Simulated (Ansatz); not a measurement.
# C₇H₆O₃: one species, many methods

One table from this session's results is given with a row withheld; the runs are named, their logs left out.

Program: Ansatz 0.2.0, Gaussian basis. Level of theory: functionals in def2-TZVPP, the program's frozen cores in correlated methods. These are calculated values, not measurements.

The runs, in order: LDA (SPW92), PBE-D4, revPBE-D4, BLYP-D4, r2SCAN-D4, B97M-V, PBE0-D4, B3LYP-D4, r2SCANh-D4, r2SCAN0-D4, HSE06-D4, BHLYP-D4, CAM-B3LYP-D4, LC-ωPBE, ωB97X-V, ωB97M-V, B2PLYP, PBE-QIDH; CCSD(T)/def2-SVP; CCSD(T)/def2-TZVPP; MP2/def2-QZVPP; extrapolation to the limit; RPA on PBE.

## Structure used throughout

All runs share one geometry, relaxed beforehand with PBE0-D4 in a triple-zeta def2 set.

SMILES `O=C(O)c1cccc(O)c1`, 16 atoms, charge 0, spin multiplicity 1.

Atoms are counted from 1 here; the program's logs count them from 0.

Bond lengths: O1–C2 1.204 Å, C2–O3 1.344 Å, C2–C4 1.482 Å, O3–H11 0.967 Å, C4–C5 1.392 Å, C4–C10 1.388 Å, C5–C6 1.382 Å, C5–H12 1.082 Å, C6–C7 1.387 Å, C6–H13 1.084 Å, C7–C8 1.390 Å, C7–H14 1.086 Å, C8–O9 1.355 Å, C8–C10 1.388 Å, O9–H15 0.961 Å, C10–H16 1.082 Å. Angles: O1–C2–O3 122.2°, O1–C2–C4 124.7°, O3–C2–C4 113.2°, C2–O3–H11 106.1°, C2–C4–C5 117.8°, C2–C4–C10 121.4°, C5–C4–C10 120.8°, C4–C5–C6 119.2°, C4–C5–H12 119.0°, C6–C5–H12 121.8°, C5–C6–C7 120.5°, C5–C6–H13 120.1°, C7–C6–H13 119.4°, C6–C7–C8 120.0°, C6–C7–H14 120.1°, C8–C7–H14 119.8°, C7–C8–O9 122.6°, C7–C8–C10 119.9° and more.

Set-up of the first run:

in.yaml reads:

```yaml
crystal:
  periodic: [false, false, false]
  atoms:
    - {symbol: O, position_ang: [2.633394, -1.623988, -0.807450]}
    - {symbol: C, position_ang: [1.619806, -1.613724, -0.158553]}
    - {symbol: O, position_ang: [1.267282, -2.640874, 0.634018]}
    - {symbol: C, position_ang: [0.642062, -0.500485, -0.139642]}
    - {symbol: C, position_ang: [0.909253, 0.611656, -0.932731]}
    - {symbol: C, position_ang: [0.016875, 1.667001, -0.937172]}
    - {symbol: C, position_ang: [-1.131906, 1.620721, -0.160861]}
    - {symbol: C, position_ang: [-1.393427, 0.507527, 0.629465]}
    - {symbol: O, position_ang: [-2.498097, 0.407348, 1.407217]}
    - {symbol: C, position_ang: [-0.504314, -0.558007, 0.641154]}
    - {symbol: H, position_ang: [1.968088, -3.300798, 0.545113]}
    - {symbol: H, position_ang: [1.811516, 0.626050, -1.529775]}
    - {symbol: H, position_ang: [0.210824, 2.539662, -1.549591]}
    - {symbol: H, position_ang: [-1.829236, 2.453530, -0.168645]}
    - {symbol: H, position_ang: [-3.030095, 1.202289, 1.313056]}
    - {symbol: H, position_ang: [-0.715123, -1.420609, 1.258694]}
basis:
  gaussian: {orbitals: def2-TZVPP}
hamiltonian: {xc: lda}
output: {orbitals: {seedname: orbitals}}
```

Started as:

```
$ ansatz run in.yaml --threads 2 --pin off --events-out ev --progress --plain --max-ram 20480MiB --backend cuda --devices 0, --max-vram 18GiB
```

Among the steps run: LDA; PBE-D4 (GGA); revPBE-D4 (GGA); BLYP-D4 (GGA); r2SCAN-D4 (meta-GGA); B97M-V (meta-GGA); B3LYP-D4 (hybrid); r2SCANh-D4 (hybrid); r2SCAN0-D4 (hybrid); HSE06-D4 (hybrid); BHLYP-D4 (hybrid); CAM-B3LYP-D4 (range-separated); LC-ωPBE (range-separated); ωB97X-V (range-separated); ωB97M-V (range-separated); B2PLYP (double hybrid); PBE-QIDH (double hybrid).

One table of the session follows, with a row left open; its other results are not shown here.

It belongs to the step «Orbital energies across the functionals». 

| functional | HOMO (eV) | LUMO (eV) | gap (eV) |
| --- | --- | --- | --- |
| LDA (SPW92) | -6.03 | -2.57 | 3.46 |
| PBE-D4 | -5.81 | -2.30 | 3.51 |
| revPBE-D4 | -5.73 | -2.20 | 3.53 |
| BLYP-D4 | -5.65 | -2.15 | 3.50 |
| r2SCAN-D4 | -6.00 | -2.19 | 3.81 |
| B97M-V | -5.99 | -2.09 | 3.90 |
| PBE0-D4 | -6.87 | -1.47 | 5.40 |
| B3LYP-D4 | -6.66 | -1.66 | 5.00 |
| r2SCANh-D4 | ? | ? | ? |
| r2SCAN0-D4 | -7.01 | -1.42 | 5.59 |
| HSE06-D4 | -6.48 | -1.84 | 4.64 |
| BHLYP-D4 | -7.75 | -0.49 | 7.26 |
| CAM-B3LYP-D4 | -8.08 | -0.41 | 7.67 |
| LC-ωPBE | -9.32 | 0.61 | 9.92 |
| ωB97X-V | -8.99 | 0.61 | 9.60 |
| ωB97M-V | -8.93 | 0.56 | 9.49 |

Estimate the missing values for r2SCANh-D4.

Worked estimate for «HOMO (eV)». Against the share of exact exchange, r2SCAN-D4 (0, -6.00), r2SCAN0-D4 (0.25, -7.01) give a slope of -4.04 per unit share; at 0.1 the line stands at -6.40.

The run gave: HOMO (eV): -6.41; LUMO (eV): -1.88; gap (eV): 4.52. In «HOMO (eV)» the line misses by +0.01.
